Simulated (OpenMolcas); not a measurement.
# Pr²⁺ among point charges: CASSCF levels and susceptibility

How does a field of 7 point charges split the states of Pr²⁺, and what χT follows?

The numbers are computed with OpenMolcas 26.06 (state-averaged CASSCF, spin-orbit coupling by RASSI with atomic mean-field integrals), except any that are marked as measured or tabulated.

### Step 1. What is computed

* Species: Pr²⁺ (praseodymium, Z = 59, 57 electrons)
* Basis: ANO-RCC-VDZP [7s6p4d2f1g], 68 functions
* Scalar Hamiltonian: DKH2, point nucleus
* Inactive shells: 1s 2s 2p 3s 3p 3d 4s 4p 4d 5s 5p
* Active space: 3 electrons in 7 orbitals (4f)
* Some configurations of this space: 4f³
* Orbitals: optimised for the highest spin of each parity, averaged over all roots

The outer shells:

4f3
```
4f [↑ ][↑ ][↑ ][  ][  ][  ][  ]
```

The ion sits among 7 point charges of -0.5 e arranged as a pentagonal bipyramid (D5h), 2.21 Å from the ion, with the axial distance 2.541 Å.

Each step is its own input file, run in one work folder so that later steps find the files of earlier ones. Labels, J, g values, rates, χT and fits are worked out afterwards by a script from the matrices that RASSI stores.

### Step 2. GATEWAY and SEWARD: basis and integrals

a.inp

```
&GATEWAY
Coord
1

Pr 0.0 0.0 0.0
Basis=ANO-RCC-VDZP
Group=NoSym
NoMove
AngMom=0.0 0.0 0.0
AMFI
XField
7 Angstrom 0
2.210000 0.000000 0.000000 -0.500000
0.682928 2.101835 0.000000 -0.500000
-1.787928 1.299005 0.000000 -0.500000
-1.787928 -1.299005 0.000000 -0.500000
0.682928 -2.101835 0.000000 -0.500000
0.000000 0.000000 2.541500 -0.500000
0.000000 0.000000 -2.541500 -0.500000
&SEWARD
```

Command:

```
$ OMP_NUM_THREADS=1 MOLCAS_MEM=2252 MOLCAS_PROJECT=a pymolcas a.inp > a.log
```

### Step 3. Reference wave functions, quartets, 35 roots

a.inp

```
&RASSCF
FileOrb=start.orb
Symmetry=1
Spin=4
nActEl=3 0 0
Inactive=27
Ras2=7
CIRoot=35 35 1
SDav=35
CIMx=300
Iter=120 100
PrWF=0.3
OrbListing=Nothing
MaxOrb=0
>>> COPY $Project.JobIph JOB001
```

start.orb holds the contracted functions of the basis, ordered by shell, or the orbitals of the step before.

### Step 4. Reference wave functions, doublets, 112 roots

a.inp

```
&RASSCF
FileOrb=start.orb
Symmetry=1
Spin=2
nActEl=3 0 0
Inactive=27
Ras2=7
CIRoot=112 112 1
SDav=112
CIMx=300
Iter=120 100
PrWF=0.3
OrbListing=Nothing
MaxOrb=0
CIOnly
>>> COPY $Project.JobIph JOB002
```

### Step 5. RASSI: spin-orbit coupling between the states

a.inp

```
&RASSI
NrOfJobIphs=2 35 96
1 2 3 4 5 6 7 8 9 10 11 12 13 14 15 16 17 18 19 20 21 22 23 24 25 26 27
28 29 30 31 32 33 34 35
1 2 3 4 5 6 7 8 9 10 11 12 13 14 15 16 17 18 19 20 21 22 23 24 25 26 27
28 29 30 31 32 33 34 35 36 37 38 39 40 41 42 43 44 45 46 47 48 49 50 51
52 53 54 55 56 57 58 59 60 61 62 63 64 65 66 67 68 69 70 71 72 73 74 75
76 77 78 79 80 81 82 83 84 85 86 87 88 89 90 91 92 93 94 95 96
IphNames
JOB001
JOB002
EJob
SpinOrbit
DIPRint=1.0
SOCoupling=1000.0
Subsets=2
Property=9
'ANGMOM' 1 'ANGMOM' 2 'ANGMOM' 3 'MLTPL  1' 1 'MLTPL  1' 2 'MLTPL  1' 3
'AMFI' 1 'AMFI' 2 'AMFI' 3
SOProperty=3
'ANGMOM' 1 'ANGMOM' 2 'ANGMOM' 3
```

**Question.** What will these runs give? Wanted: spin-free ground state; first state of the same spin within the active space; lowest level; next level.

The runs gave:

```
                                            quantity                                value
                                              method                               CASSCF
                              spin-free ground state  quartet, 1-fold in its orbital part
first state of the same spin within the active space                 quartet at 40.2 cm⁻¹
                                        lowest level         2-fold, g = 0.82, 3.59, 3.59
                                          next level                            92.9 cm⁻¹
                                         χT at 300 K                       1.68 cm³ K/mol
                           effective moment at 300 K                              3.67 μB
```

In words: The spin-free ground state (quartet) comes to 100 % from free-ion I terms and keeps the highest spin of the shell. The doublets rest on orbitals optimised for another spin in at least one step, which raises them against the optimised states. Not all states of the active space went into the spin-orbit step. High states of lower spin are left out of the spin-orbit mixing, and CASSCF puts spin-flip levels too high. This is an electrostatic model: the charges have no orbitals.
